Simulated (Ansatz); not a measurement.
**CHClFGeN (SMILES N#[C][GeH]([F])[Cl]): single points off equilibrium**

The task here is to estimate one member of a computed series from the others.

Method: single points in def2-TZVPP; program: Ansatz 0.2.0, Gaussian basis.

Correlated methods freeze the cores. Filled d shells of the heavier atoms are correlated.

### Starting geometry

SMILES `N#[C][GeH]([F])[Cl]`, 6 atoms, charge 0, spin multiplicity 1.

Atoms are counted from 1 here; the program's logs count them from 0.

Bond lengths: N1–C2 1.030 Å, C2–Ge3 1.992 Å, Ge3–F4 1.751 Å, Ge3–Cl5 2.034 Å, Ge3–H6 1.705 Å. Angles: N1–C2–Ge3 174.3°, C2–Ge3–F4 99.5°, C2–Ge3–Cl5 106.8°, C2–Ge3–H6 115.7°, F4–Ge3–Cl5 111.8°, F4–Ge3–H6 98.0°, Cl5–Ge3–H6 122.3°.

As a file:

| atom | x (Å) | y (Å) | z (Å) |
| --- | --- | --- | --- |
| N1 | -0.8974 | -2.3589 | -0.0813 |
| C2 | -0.4632 | -1.4255 | -0.0463 |
| Ge3 | 0.2020 | 0.4479 | 0.0857 |
| F4 | 1.9127 | 0.1636 | -0.1533 |
| Cl5 | -0.6169 | 1.4733 | -1.4689 |
| H6 | 0.2858 | 1.0940 | 1.6618 |

Set-up of the first run:

Contents of run/in.yaml:

```yaml
crystal:
  periodic: [false, false, false]
  atoms:
    - {symbol: N, position_ang: [-0.897400, -2.358900, -0.081300]}
    - {symbol: C, position_ang: [-0.463200, -1.425500, -0.046300]}
    - {symbol: Ge, position_ang: [0.202000, 0.447900, 0.085700]}
    - {symbol: F, position_ang: [1.912700, 0.163600, -0.153300]}
    - {symbol: Cl, position_ang: [-0.616900, 1.473300, -1.468900]}
    - {symbol: H, position_ang: [0.285800, 1.094000, 1.661800]}
basis:
  gaussian: {orbitals: def2-TZVPP}
correlation: {method: ccsd_t}
```

On the command line:

```sh
> ansatz run in.yaml --threads 8 --pin off --events-out ev --progress --plain --max-ram 10444MiB
```

Among the steps run: CCSD(T)/def2-TZVPP; PBE0-D4/def2-TZVPP; wB97M-V/def2-TZVPP; r2SCAN-D4/def2-TZVPP; PBE-D4/def2-TZVPP; CAM-B3LYP-D4/def2-TZVPP; B97M-V/def2-TZVPP.

One of the session's tables, all rows but one given; the rest of the session is left out.

| method | RMS force component (eV/Å) | dipole (D) |
| --- | --- | --- |
| PBE0-D4 | ? | ? |
| wB97M-V | 7.692 | 3.70 |
| r2SCAN-D4 | 7.859 | 3.63 |
| PBE-D4 | 8.133 | 3.55 |
| CAM-B3LYP-D4 | 7.469 | 3.75 |
| B97M-V | 7.738 | 3.52 |

Q: Estimate the row for PBE0-D4 from the others.

As computed: RMS force component (eV/Å): 7.731; dipole (D): 3.67. In the column «RMS force component (eV/Å)» it lies between wB97M-V (7.692) and B97M-V (7.738).
